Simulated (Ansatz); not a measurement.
# F12Li12 ((LiF)12 cage of four- and six-membered rings): the cost of one run

Computed with Ansatz 0.2.0, Gaussian basis. Level: the settings change from run to run.

5 further runs of the same task are left out: 5 that didn't finish.

## (1) The geometry

The geometry comes from an earlier relaxation with r2SCAN-D4/def2-SVP; it is a stationary point, not always the lowest conformer.

24 atoms, charge 0, spin multiplicity 1.

Atoms are counted from 1 here; the program's logs count them from 0.

Bond lengths: Li1–F2 1.792 Å, Li1–F4 1.818 Å, Li1–F6 1.781 Å, F2–Li3 1.815 Å, F2–Li9 1.793 Å, Li3–F4 1.784 Å, Li3–F12 1.733 Å, F4–Li5 1.796 Å, Li5–F6 1.815 Å, Li5–F14 1.797 Å, F6–Li7 1.738 Å, Li7–F8 1.807 Å, Li7–F17 1.785 Å, F8–Li9 1.792 Å, F8–Li18 1.785 Å, Li9–F10 1.838 Å, F10–Li11 1.799 Å, F10–Li20 1.797 Å and more. Angles: F2–Li1–F4 95.5°, F2–Li1–F6 123.4°, F4–Li1–F6 94.7°, Li1–F2–Li3 84.1°, Li1–F2–Li9 116.9°, Li3–F2–Li9 117.2°, F2–Li3–F4 95.9°, F2–Li3–F12 116.4°, F4–Li3–F12 116.6°, Li1–F4–Li3 84.3°, Li1–F4–Li5 83.8°, Li3–F4–Li5 113.7°, F4–Li5–F6 94.3°, F4–Li5–F14 120.5°, F6–Li5–F14 117.7°, Li1–F6–Li5 84.3°, Li1–F6–Li7 112.5°, Li5–F6–Li7 112.9° and more.

## (2) SVWN5/def2-mTZVPP

The input, in.yaml:

```yaml
crystal:
  periodic: [false, false, false]
  atoms:
    - {symbol: Li, position_ang: [0.437522, 0.714405, -3.353968]}
    - {symbol: F, position_ang: [1.775894, -0.007771, -2.405720]}
    - {symbol: Li, position_ang: [0.856821, -1.554927, -2.639375]}
    - {symbol: F, position_ang: [-0.525702, -0.820896, -3.494270]}
    - {symbol: Li, position_ang: [-1.674626, 0.031029, -2.408871]}
    - {symbol: F, position_ang: [-0.888084, 1.652492, -2.622867]}
    - {symbol: Li, position_ang: [-0.431908, 2.386980, -1.115504]}
    - {symbol: F, position_ang: [1.237423, 2.182135, -0.455379]}
    - {symbol: Li, position_ang: [1.985754, 0.575687, -0.722994]}
    - {symbol: F, position_ang: [1.948998, -0.549459, 0.729461]}
    - {symbol: Li, position_ang: [1.117603, -2.117633, 0.433709]}
    - {symbol: F, position_ang: [0.493072, -2.458412, -1.205974]}
    - {symbol: Li, position_ang: [-1.112934, -2.118533, -0.439735]}
    - {symbol: F, position_ang: [-1.947693, -0.551298, -0.731007]}
    - {symbol: F, position_ang: [-0.487761, -2.462903, 1.198944]}
    - {symbol: Li, position_ang: [-1.987049, 0.569601, 0.724682]}
    - {symbol: F, position_ang: [-1.242317, 2.178488, 0.461663]}
    - {symbol: Li, position_ang: [0.426612, 2.384806, 1.122339]}
    - {symbol: F, position_ang: [0.884535, 1.646899, 2.627501]}
    - {symbol: Li, position_ang: [1.674553, 0.027715, 2.408858]}
    - {symbol: Li, position_ang: [-0.853460, -1.564214, 2.634857]}
    - {symbol: F, position_ang: [-1.775804, -0.018335, 2.405673]}
    - {symbol: Li, position_ang: [-0.438953, 0.703892, 3.356092]}
    - {symbol: F, position_ang: [0.527492, -0.829730, 3.491905]}
basis:
  gaussian: {orbitals: def2-mTZVPP}
hamiltonian: {xc: {name: SVWN5}}
scf: {omitted_lower_state_checks: [starts]}
output: {forces: true}
```

Command:

```
$ ansatz run in.yaml --threads 4 --pin off --events-out ev --progress --plain --max-ram 6963MiB
```

Q: Estimate wall time and peak memory on 4 threads of Intel Xeon Platinum 8488C, shared host.

About 7.5 s, with a peak of 1.4 GiB.
